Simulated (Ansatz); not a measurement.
# Si₂BH₇O₂: one species, many methods

Aim: compute Si₂BH₇O₂ with functionals from several rungs and with coupled cluster, and see how far each lands from CCSD(T) at the basis-set limit for the atomisation energy.

Program: Ansatz 0.2.0, Gaussian basis. Level of theory: functionals in def2-TZVPP, the program's frozen cores in correlated methods. These are calculated values, not measurements.

Plan: PBE-D4, r2SCAN-D4, PBE0-D4, B3LYP-D4, ωB97X-V, ωB97M-V, B2PLYP; CCSD(T)/def2-TZVPP; MP2/def2-QZVPP; extrapolation to the limit.

## Step 1: The geometry

The geometry comes from an earlier relaxation with PBE0-D4 in a triple-zeta def2 set; it is a stationary point, not always the lowest conformer.

SMILES `O[SiH2]BO[SiH3]`, 12 atoms, charge 0, spin multiplicity 1.

Atoms are counted from 1 here; the program's logs count them from 0.

Bond lengths: O1–Si2 1.658 Å, O1–H6 0.958 Å, Si2–B3 2.033 Å, Si2–H7 1.498 Å, Si2–H8 1.487 Å, B3–O4 1.350 Å, B3–H9 1.212 Å, O4–Si5 1.661 Å, Si5–H10 1.482 Å, Si5–H11 1.485 Å, Si5–H12 1.481 Å. Angles: Si2–O1–H6 117.2°, O1–Si2–B3 113.1°, O1–Si2–H7 110.9°, O1–Si2–H8 105.2°, B3–Si2–H7 108.4°, B3–Si2–H8 111.8°, H7–Si2–H8 107.4°, Si2–B3–O4 118.6°, Si2–B3–H9 123.0°, O4–B3–H9 118.4°, B3–O4–Si5 132.5°, O4–Si5–H10 107.8°, O4–Si5–H11 109.8°, O4–Si5–H12 107.9°, H10–Si5–H11 110.5°, H10–Si5–H12 110.1°, H11–Si5–H12 110.6°.

## Step 2: PBE-D4 (GGA)

Contents of in.yaml:

```yaml
crystal:
  periodic: [false, false, false]
  atoms:
    - {symbol: O, position_ang: [0.508744, -0.122522, 3.220988]}
    - {symbol: Si, position_ang: [1.137263, -0.003894, 1.691276]}
    - {symbol: B, position_ang: [-0.289969, 0.033572, 0.243349]}
    - {symbol: O, position_ang: [0.089758, -0.127332, -1.042187]}
    - {symbol: Si, position_ang: [-0.758171, -0.139252, -2.470113]}
    - {symbol: H, position_ang: [-0.201539, 0.477710, 3.449385]}
    - {symbol: H, position_ang: [1.982140, 1.225075, 1.555251]}
    - {symbol: H, position_ang: [2.037165, -1.178929, 1.548465]}
    - {symbol: H, position_ang: [-1.464966, 0.212012, 0.478904]}
    - {symbol: H, position_ang: [-0.218001, 0.942062, -3.326823]}
    - {symbol: H, position_ang: [-2.201586, 0.081952, -2.199635]}
    - {symbol: H, position_ang: [-0.544038, -1.455657, -3.114962]}
basis:
  gaussian: {orbitals: def2-TZVPP}
hamiltonian: {xc: pbe, dispersion: d4}
output: {forces: true, orbitals: {seedname: orbitals}}
```

Launch:

```console
$ ansatz run in.yaml --threads 4 --pin off --events-out ev --progress --plain --max-ram 10444MiB
```

Further steps of the session: r2SCAN-D4 (meta-GGA); PBE0-D4 (hybrid); B3LYP-D4 (hybrid); ωB97X-V (range-separated); ωB97M-V (range-separated); B2PLYP (double hybrid); CCSD(T) in def2-TZVPP; MP2 in def2-QZVPP.

Q: Predict the results of all the runs planned. Wanted: atomisation energy, CCSD(T)/CBS; farthest; mean size of error, hybrid; mean size of error, range-separated; gap, smallest and largest; T1 diagnostic; triples share of the correlation energy.

The runs gave:

| quantity | value |
| --- | --- |
| atomisation energy, CCSD(T)/CBS | 1007.9 kcal/mol |
| functionals within 5.0 kcal/mol (0.5 %) | PBE-D4, r2SCAN-D4, B3LYP-D4, ωB97X-V, ωB97M-V |
| farthest | PBE0-D4 (-14.9 kcal/mol) |
| mean size of error, hybrid | 8.9 kcal/mol |
| mean size of error, range-separated | 1.8 kcal/mol |
| gap, smallest and largest | 3.78 eV (PBE-D4), 10.59 eV (ωB97X-V) |
| T1 diagnostic | 0.0132 |
| triples share of the correlation energy | 3.3 % |

**Reading.** PBE-D4 misses by -2.5 kcal/mol. Double hybrids carry the basis error of their MP2 part in triple zeta, and no dispersion term here, so their miss is partly the set-up's. The reference freezes the cores and leaves out relativity and excitations past (T), so misses under about 5.0 kcal/mol can't be ranked. Hartree-Fock recovers 75 % of the binding; the rest is correlation. The gap grows from 3.8 to 10.6 eV across the functionals, mostly with the share of exact exchange.
